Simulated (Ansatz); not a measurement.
# Br₂HInS₂: up Jacob's ladder to CCSD(T)

Aim: compute Br₂HInS₂ with functionals from several rungs and with coupled cluster, and see how far each lands from CCSD(T) at the basis-set limit for the atomisation energy.

The runs use Ansatz 0.2.0, Gaussian basis; functionals in def2-TZVPP, the program's frozen cores in correlated methods.

Levels to be run: LDA (SPW92), PBE-D4, revPBE-D4, BLYP-D4, r2SCAN-D4, B97M-V, PBE0-D4, B3LYP-D4, r2SCANh-D4, r2SCAN0-D4, HSE06-D4, BHLYP-D4, CAM-B3LYP-D4, LC-ωPBE, ωB97X-V, ωB97M-V, B2PLYP, PBE-QIDH; CCSD(T)/def2-SVP; CCSD(T)/def2-TZVPP; MP2/def2-QZVPP; extrapolation to the limit; RPA on PBE.

## 1. The geometry

An earlier PBE0-D4 in a triple-zeta def2 set relaxation fixed the geometry. In takes the def2 core potential; no spin-orbit term is included.

SMILES `S[S][In]([Br])[Br]`, 6 atoms, charge 0, spin multiplicity 1.

Atoms are counted from 1 here; the program's logs count them from 0.

Bond lengths: S1–S2 2.057 Å, S1–H6 1.346 Å, S2–In3 2.389 Å, In3–Br4 2.452 Å, In3–Br5 2.447 Å. Angles: S2–S1–H6 98.1°, S1–S2–In3 102.1°, S2–In3–Br4 120.2°, S2–In3–Br5 120.8°, Br4–In3–Br5 119.0°.

## 2. LDA

This LDA is Slater exchange with PW92 correlation.

in.yaml reads:

```yaml
crystal:
  periodic: [false, false, false]
  atoms:
    - {symbol: S, position_ang: [0.923012, 1.888002, 0.957822]}
    - {symbol: S, position_ang: [0.199428, 0.078402, 1.615964]}
    - {symbol: In, position_ang: [-0.156476, -1.092781, -0.435464]}
    - {symbol: Br, position_ang: [-0.828784, -3.450784, -0.409981]}
    - {symbol: Br, position_ang: [0.114124, 0.038741, -2.588113]}
    - {symbol: H, position_ang: [-0.251304, 2.538419, 0.859774]}
basis:
  gaussian: {orbitals: def2-TZVPP}
hamiltonian: {xc: lda}
output: {orbitals: {seedname: orbitals}}
```

Launch:

```bash
> ansatz run in.yaml --threads 2 --pin off --events-out ev --progress --plain --max-ram 32768MiB --backend cpu
```

The runs that follow: PBE-D4 (GGA); revPBE-D4 (GGA); BLYP-D4 (GGA); r2SCAN-D4 (meta-GGA); B97M-V (meta-GGA); PBE0-D4 (hybrid); B3LYP-D4 (hybrid); r2SCANh-D4 (hybrid); r2SCAN0-D4 (hybrid); HSE06-D4 (hybrid); BHLYP-D4 (hybrid); CAM-B3LYP-D4 (range-separated); LC-ωPBE (range-separated); ωB97X-V (range-separated); ωB97M-V (range-separated); B2PLYP (double hybrid); PBE-QIDH (double hybrid); CCSD(T) in def2-SVP; CCSD(T) in def2-TZVPP; MP2 in def2-QZVPP; RPA on PBE orbitals.

**Question.** What will the summary of the whole plan be? Wanted: atomisation energy, CCSD(T)/CBS; farthest beyond LDA; mean size of error, GGA; mean size of error, meta-GGA; mean size of error, hybrid; mean size of error, range-separated; mean size of error, double hybrid; gap, smallest and largest; T1 diagnostic.

The runs gave:

```
                               quantity                                                      value
        atomisation energy, CCSD(T)/CBS                                                  15.452 eV
    functionals within 0.155 eV (1.0 %)  r2SCAN-D4, B97M-V, PBE0-D4, r2SCANh-D4, HSE06-D4, ωB97X-V
                    farthest beyond LDA                                       BHLYP-D4 (-1.078 eV)
                mean size of error, GGA                                                   0.438 eV
           mean size of error, meta-GGA                                                   0.029 eV
             mean size of error, hybrid                                                   0.414 eV
    mean size of error, range-separated                                                   0.440 eV
      mean size of error, double hybrid                                                   0.554 eV
              gap, smallest and largest                   2.78 eV (LDA (SPW92)), 9.39 eV (LC-ωPBE)
                          T1 diagnostic                                                     0.0119
triples share of the correlation energy                                                      3.9 %
```

In words: LDA overbinds by 2.719 eV (18 %). PBE-D4 misses by +0.201 eV. Double hybrids carry the basis error of their MP2 part in triple zeta, and no dispersion term here, so their miss is partly the set-up's. By mean error the best rung here is meta-GGA (0.029 eV) and the worst beyond LDA is double hybrid (0.554 eV). Misses under about 0.155 eV are within the doubt on the reference itself, which lacks core-valence correlation, spin-orbit coupling and higher excitations, and its outer-core shells are covered unevenly. All levels share the lack of spin-orbit coupling, which lowers the free heavy atoms and so the true binding. Hartree-Fock recovers 64 % of the binding; the rest is correlation. CCSD(T) in def2-SVP is off by -2.059 eV, so the small basis spoils what the method gains. The gap grows from 2.8 to 9.4 eV across the functionals, mostly with the share of exact exchange. Correlated methods include outer-core shells of Br, In, which these sets cover unevenly.
